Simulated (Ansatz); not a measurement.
# Ti₃Al, space group P-6m2: a comparison of functionals at one structure

With Ansatz 0.2.0 through its Python package.

Typed at the interpreter:
```pycon
>>> import ansatz
>>> import numpy as np
>>> import pandas as pd
>>> vectors = np.array([
...     [2.92754222, 0.0, 0.0],
...     [-1.46377111, 2.53532594, 0.0],
...     [0.0, 0.0, 9.226362],
... ])
>>> crystal = (
...     ansatz.Lattice.of(vectors)
...     .atom("Ti", [2 / 3, 1 / 3, 0.0])
...     .atom("Ti", [1 / 3, 2 / 3, 0.750594])
...     .atom("Ti", [1 / 3, 2 / 3, 0.249406])
...     .atom("Al", [2 / 3, 1 / 3, 0.5])
... )
>>> calc = crystal.calculation()
>>> calc = calc.pseudopotentials("paw").kpoints(mesh=(8, 8, 3))
>>> calc = calc.occupations("fermi_dirac", width=0.05)
>>> rows = []
>>> for value in ["r2scan", "blyp", "lda"]:
...     summary = calc.functional(value).run(threads=1).report
...     rows.append((value, summary["free_energy_ev"] / len(summary["lattice"]["sites"]), summary["n_iterations"], summary["n_kpoints"]))
...
DeckWarning: basis.ecutwfc = 500 eV, auto-derived from the records' recommended cutoffs: set by Ti (their level for a meta-GGA)
DeckWarning: basis.ecutwfc = 420 eV, auto-derived from the records' recommended cutoffs: set by Ti (normal level)
>>> table = pd.DataFrame(rows, columns=["functional", "F/atom (eV)", "iterations", "k-points"])
>>> table.round(5)
  functional  F/atom (eV)  iterations  k-points
0     r2scan  -2013.52199           8        20
1       blyp  -2014.67044           7        20
2        lda  -1966.04827           7        20
```

What to keep in mind:
- The run is spin-unpolarised.
- BLYP can be off by several per cent in the lattices of metals, and by several GPa in the pressure at a fixed cell.
- The mesh is modest for a metal, so energies can be off by several to tens of meV an atom and pressures by half a GPa or more; differences at equal mesh fare better.
- This cell is a computed structure, which may not be the phase found in nature.
- Warnings are shown shortened and without file and line.
- Total energies of different functionals can't be compared; pressures, moments and gaps at this one structure can.
- Timing: 10 s on 1 thread of Arm Neoverse V2, on a shared host, peak memory 0.52 GiB.
